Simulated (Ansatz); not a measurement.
# TiAu: the cost of one run

Program: Ansatz 0.2.0. Level of theory: DFT LDA, scalar-relativistic, plane waves, PAW. These are calculated values, not measurements.

**1. The system as given**

The structure is orthorhombic, space group Pmma (No. 51). Conventional cell: a = 4.586 Å, b = 2.794 Å, c = 4.912 Å, α = 90.00°, β = 90.00°, γ = 90.00°. Around Ti (site symmetry mm2) lie 8 Au at 2.77 to 2.84 Å and 4 Ti at 2.79 to 2.91 Å. Au (site symmetry mm2) has 8 Ti at 2.77 to 2.84 Å and 4 Au at 2.79 to 2.88 Å as nearest neighbours.

As a file:

```
Ti Au
1.0
     4.58577    0.00000    0.00000
     0.00000    2.79366    0.00000
     0.00000    0.00000    4.91232
Ti Au
2 2
Direct
  0.25000 0.00000 0.81730
  0.75000 0.00000 0.18270
  0.25000 0.50000 0.32181
  0.75000 0.50000 0.67819
```

This cell comes from an earlier session at LDA: 15.733 Å³/atom at 0.00 GPa, on a 10×14×8 mesh.

**2. Ferromagnetic, larger cell**

input.yaml

```yaml
crystal:
  lattice:
    - [-4.5857700708, 0.0, 0.0]
    - [0.0, 0.0, -4.9123241921]
    - [0.0, -5.5873269434, 0.0]
  atoms:
    - { symbol: Ti, position: [-0.25, -0.8173023415, 0.0], spin: 1.0 }
    - { symbol: Ti, position: [-0.75, -0.1826976585, 0.0], spin: 1.0 }
    - { symbol: Au, position: [-0.25, -0.3218130339, -0.25] }
    - { symbol: Au, position: [-0.75, -0.6781869661, -0.25] }
    - { symbol: Ti, position: [-0.25, -0.8173023415, 0.5], spin: 1.0 }
    - { symbol: Ti, position: [-0.75, -0.1826976585, 0.5], spin: 1.0 }
    - { symbol: Au, position: [-0.25, -0.3218130339, 0.25] }
    - { symbol: Au, position: [-0.75, -0.6781869661, 0.25] }
basis:
  ecutwfc: 420
  ecutrho_ratio: 4
kpoints:
  mp_grid: { grid: [8, 6, 6] }
hamiltonian:
  xc: lda
scf:
  occupations: { method: gaussian, width: 0.05 }
  lower_state_search: "off"
output:
  forces: true
  stress: true
  eigenvalues: true
  populations: true
magnetization:
  spin_polarized: true
```

The run is started by

```bash
> ansatz run input.yaml --threads 4 --pin off --max-ram 10240MiB --backend cpu --events-out ev --progress --plain --runs-dir out
```

**Question.** How long does this run take on 4 threads of Arm Neoverse V1, shared host, and how much memory does it need?

About 49 s, with a peak of 1.2 GiB.
